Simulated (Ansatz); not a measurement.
# C2H4F2Si: the cost of one run

Program: Ansatz 0.2.0, Gaussian basis. Level of theory: the settings change from run to run. These are calculated values, not measurements.

## 1. The relaxed structure

The structure was relaxed beforehand with PBE0-D4 in a triple-zeta def2 set.

9 atoms, charge 0, spin multiplicity 1.

Atoms are counted from 1 here; the program's logs count them from 0.

Bond lengths: F1–Si2 1.613 Å, Si2–F3 1.613 Å, C4–C5 1.330 Å, C4–H6 1.085 Å, C4–H7 1.085 Å, C5–H8 1.084 Å, C5–H9 1.084 Å. Angles: F1–Si2–F3 100.1°, C5–C4–H6 121.7°, C5–C4–H7 121.7°, H6–C4–H7 116.6°, C4–C5–H8 121.5°, C4–C5–H9 121.5°, H8–C5–H9 116.9°.

As a file:

```xyz
9
charge 0, multiplicity 1
F     0.9963    1.0799   -1.8727
Si    0.8340    1.7127   -0.3985
F     2.1112    1.0553    0.3341
C    -1.0506   -0.1688    0.5297
C    -0.2264   -1.1236    0.1067
H    -1.0088    0.2109    1.5451
H    -1.8361    0.2277   -0.1049
H    -0.2796   -1.5118   -0.9040
H     0.5484   -1.5287    0.7474
```

## 2. revPBE0/aug-cc-pVDZ

This run has a point charge of 2.00 e beside it, D4 dispersion, high accuracy.

Contents of in.yaml:

```yaml
crystal:
  periodic: [false, false, false]
  atoms:
    - {symbol: F, position_ang: [0.996334, 1.079865, -1.872730]}
    - {symbol: Si, position_ang: [0.833993, 1.712682, -0.398484]}
    - {symbol: F, position_ang: [2.111211, 1.055285, 0.334136]}
    - {symbol: C, position_ang: [-1.050628, -0.168779, 0.529725]}
    - {symbol: C, position_ang: [-0.226421, -1.123564, 0.106713]}
    - {symbol: H, position_ang: [-1.008771, 0.210877, 1.545109]}
    - {symbol: H, position_ang: [-1.836084, 0.227710, -0.104914]}
    - {symbol: H, position_ang: [-0.279561, -1.511775, -0.903985]}
    - {symbol: H, position_ang: [0.548426, -1.528703, 0.747430]}
basis:
  gaussian: {orbitals: aug-cc-pVDZ, point_charges: [{charge: 2.00, position_ang: [5.317, -0.028, 0.024]}]}
hamiltonian: {xc: {name: revPBE0}, dispersion: d4}
accuracy: high
output: {forces: true}
```

Launch:

```console
ansatz run in.yaml --threads 2 --pin off --events-out ev --progress --plain --max-ram 4352MiB
```

Q: Estimate wall time and peak memory on 2 threads of Arm Neoverse V2, shared host.

About 14 s, with a peak of 0.77 GiB.
